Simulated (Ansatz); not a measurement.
# CH8AlNO3: the cost of one run

Method: UKS B3LYP-D4/STO-3G, in Ansatz 0.2.0.

## (1) The system as given

Bond lengths: Al1–N2 2.237 Å, Al1–O3 1.637 Å, Al1–O4 1.639 Å, Al1–O6 2.181 Å, O6–C7 1.394 Å, N2–H8 1.007 Å, N2–H9 1.008 Å, O3–H10 0.945 Å, O4–H11 0.943 Å, C7–H12 1.096 Å, C7–H13 1.094 Å, C7–H14 1.098 Å. Angles (14 of 18 angles, heavy atoms first): N2–Al1–O3 109.0°, N2–Al1–O4 112.5°, N2–Al1–O6 70.8°, O3–Al1–O4 129.6°, O3–Al1–O6 110.0°, O4–Al1–O6 109.6°, Al1–O6–C7 131.2°, Al1–N2–H8 123.0°, Al1–N2–H9 122.8°, Al1–O3–H10 175.4°, Al1–O4–H11 158.7°, O6–C7–H12 112.6°, O6–C7–H13 109.4°, O6–C7–H14 109.1°.

Coordinates:

```xyz
14

Al   -0.8949   -0.6062    0.7017
N     1.2367   -1.2714    0.5655
O    -1.7407   -1.2664   -0.5347
O    -1.3613   -0.3054    2.2434
H     1.0216   -0.0137    0.1515
O     0.3269    1.0460   -0.0293
C     0.4077    1.6434   -1.2862
H     1.8528   -1.3026    1.3616
H     1.5737   -1.8756   -0.1671
H    -2.2855   -1.6585   -1.2000
H    -1.4390    0.1522    3.0646
H     0.1512    0.9532   -2.0980
H    -0.2792    2.4938   -1.3285
H     1.4300    2.0113   -1.4444
```

## (2) A restrained relaxation towards end A

Springs on the bonds that form and break draw the guess towards this end; the thresholds are loose.

Input file input.yaml:

```yaml
crystal:
  periodic: [false, false, false]
  atoms:
    - { symbol: Al, position_ang: [-0.8949, -0.6062, 0.7017] }
    - { symbol: "N", position_ang: [1.2367, -1.2714, 0.5655] }
    - { symbol: O, position_ang: [-1.7407, -1.2664, -0.5347] }
    - { symbol: O, position_ang: [-1.3613, -0.3054, 2.2434] }
    - { symbol: H, position_ang: [1.0216, -0.0137, 0.1515] }
    - { symbol: O, position_ang: [0.3269, 1.046, -0.0293] }
    - { symbol: C, position_ang: [0.4077, 1.6434, -1.2862] }
    - { symbol: H, position_ang: [1.8528, -1.3026, 1.3616] }
    - { symbol: H, position_ang: [1.5737, -1.8756, -0.1671] }
    - { symbol: H, position_ang: [-2.2855, -1.6585, -1.2] }
    - { symbol: H, position_ang: [-1.439, 0.1522, 3.0646] }
    - { symbol: H, position_ang: [0.1512, 0.9532, -2.098] }
    - { symbol: H, position_ang: [-0.2792, 2.4938, -1.3285] }
    - { symbol: H, position_ang: [1.43, 2.0113, -1.4444] }
magnetization:
  spin_polarized: true
basis:
  gaussian: { orbitals: STO-3G }
hamiltonian:
  xc: b3lyp
  dispersion: d4
relax:
  f_tol: 0.15
  max_steps: 25
  restrain:
    - { distance: [0, 5], at: 3.17, k: 30.0 }
    - { distance: [4, 1], at: 2.32, k: 30.0 }
    - { distance: [0, 1], at: 1.92, k: 30.0 }
    - { distance: [4, 5], at: 0.97, k: 30.0 }
```

The run is started by

```
ansatz run input.yaml --threads 1 --pin off --max-ram 2048MiB --backend cpu --events-out ev --progress --plain --runs-dir out
```

What time and memory should one allow on 1 thread of Intel Xeon Platinum 8559C (Emerald Rapids), shared host?

About 55 s, with a peak of 0.2 GiB.
